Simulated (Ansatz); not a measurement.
# HfN2: the cost of one run

Computed with Ansatz 0.2.0, Gaussian basis. Level: def2-TZVPP, core rule «outside noble gas», up to 6 orbitals frozen.

The runs, in order: UHF; CCSD(T) on ROHF; CCSD(T) on UHF; CCSDT(Q) on ROHF; CCSDT(Q) on UHF.

6 further runs of the same task are left out: 3 for a known fault of the program, 3 set aside as unsound or not needed.

**1. The system**

The geometry is a PBE0/def2-TZVP stationary point (not a proven minimum). No spin-orbit coupling is included. Elements past krypton take def2 core potentials.

3 atoms, charge 1, spin multiplicity 6.

Atoms are counted from 1 here; the program's logs count them from 0.

Bond lengths: Hf1–N2 1.977 Å, N2–N3 1.348 Å. Angles: Hf1–N2–N3 180.0°.

**2. UHF**

Input file in.yaml:

```yaml
crystal:
  periodic: [false, false, false]
  atoms:
    - {symbol: Hf, position_ang: [0.000000, 0.000000, 1.766977]}
    - {symbol: N, position_ang: [0.000000, 0.000000, -0.209571]}
    - {symbol: N, position_ang: [0.000000, 0.000000, -1.557406]}
basis:
  gaussian: {orbitals: def2-TZVPP}
total_charge: 1
magnetization: {spin_polarized: true, initial_magnetization: 5}
hamiltonian: {xc: hf}
output: {orbitals: {seedname: orbitals}}
```

Launch:

```sh
$ ansatz run in.yaml --threads 1 --pin off --events-out ev --progress --plain --max-ram 4096MiB --backend cpu
```

Q: Estimate wall time and peak memory on 1 thread of AMD EPYC 7R13, shared host.

About 17 s, with a peak of 0.25 GiB.
